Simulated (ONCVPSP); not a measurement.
**Zinc: generating and testing an ONCV potential**

Task: generate the file, and judge it by its errors in other configurations, its logarithmic derivatives, its ghosts and its cutoff.

Program: ONCVPSP 4.0.1. Reference atom: PBEsol, scalar-relativistic, spherical and spin-unpolarised. All values are calculated.

### 1 The atom and the settings

The settings as typed:

| Property | Result |
| --- | --- |
| element | zinc (Zn, Z = 30) |
| type | optimised norm-conserving Vanderbilt (ONCV) |
| frozen core | [Ne] |
| valence charge | 20 |
| reference configuration | 3s2 3p6 3d10 4s1 4p1 |
| partial waves | 3s+4s: rc 1.15 bohr, ncon 4, nbas 7, qcut 8.5 1/bohr, 2 projectors; 3p+4p: rc 1.45 bohr, ncon 3, nbas 6, qcut 10.7 1/bohr, 3 projectors, debl 1.4 Ha; 3d: rc 1.40 bohr, ncon 4, nbas 9, qcut 15.1 1/bohr, 2 projectors, debl 3.6 Ha |
| local potential | polynomial inside 0.95 bohr (lpopt 3, dvloc0 2 Ha) |
| core correction | Teter function, fcfact 5.5, rcfact 1.3 |

### 2 The generation run

Contents of Zn.dat:

```
# ATOM AND REFERENCE CONFIGURATION
# atsym  z   nc   nv     iexc    psfile
  Zn 30.00    3    5  -116133      upf
#
#   n    l    f
    1    0    2.00
    2    0    2.00
    2    1    6.00
    3    0    2.00
    3    1    6.00
    3    2   10.00
    4    0    1.00
    4    1    1.00
#
# PSEUDOPOTENTIAL AND OPTIMIZATION
# lmax
    2
#
#   l,   rc,      ep,       ncon, nbas, qcut
    0    1.15    0.00    4    7    8.50
    1    1.45    0.00    3    6   10.70
    2    1.40    0.00    4    9   15.10
#
# LOCAL POTENTIAL
# lloc, lpopt,  rc(5),   dvloc0
    4    3    0.95    2.00
#
# VANDERBILT-KLEINMAN-BYLANDER PROJECTORs
# l, nproj, debl
    0    2    1.70
    1    3    1.40
    2    2    3.60
#
# MODEL CORE CHARGE
# icmod, fcfact, rcfact
    3    5.50    1.30
#
# LOG DERIVATIVE ANALYSIS
# epsh1, epsh2, depsh
   -6.00    5.00    0.04
#
# OUTPUT GRID
# rlmax, drl
    6.00    0.01
#
# TEST CONFIGURATIONS
# ncnf
    4
# nvcnf
#   n    l    f
    5
    3    0    2.00
    3    1    6.00
    3    2   10.00
    4    0    2.00
    4    1    0.00
#
    5
    3    0    2.00
    3    1    6.00
    3    2   10.00
    4    0    1.00
    4    1    0.00
#
    5
    3    0    2.00
    3    1    6.00
    3    2   10.00
    4    0    0.00
    4    1    0.00
#
    5
    3    0    2.00
    3    1    5.00
    3    2   10.00
    4    0    2.00
    4    1    0.00
#
```

On the command line:

```sh
$ oncvpsp.x < Zn.dat > Zn.out
```

**Question.** What will these runs give? Wanted: cutoffs for 1 and 0.1 mHa per electron, occupied waves; bound ghosts; GHOST(+) flags; largest test error; largest phase difference near zero energy, channels read; rms error of d²Exc/dn², without and with the model core.

The runs gave:

| quantity | value |
| --- | --- |
| cutoffs for 1 and 0.1 mHa per electron, occupied waves | 68 Ha and 78 Ha |
| bound ghosts | none found |
| GHOST(+) flags | none at low energy |
| largest test error (AE − PS) | -23 meV, for 3s2 3p5 3d10 4s2 4p0 |
| largest phase difference near zero energy, channels read | 0.000 rad |
| rms error of d²Exc/dn², without and with the model core | 2.76 and 1.05 mHa |

**Reading.** The worst unpolarised test, 3s2 3p5 3d10 4s2 4p0, is off by 23 meV on 86.8 eV; by total energies transferability rates as good. It counts as very hard, with 68 Ha needed at the looser tolerance. At the looser tolerance the 3d wave is the slowest; 3p needs 39 Ha. It is free of bound ghosts as far as tested. Near zero energy the phases of the channels with partial waves agree within 0.001 rad. These are tests on the free atom; a crystal test is still owed.
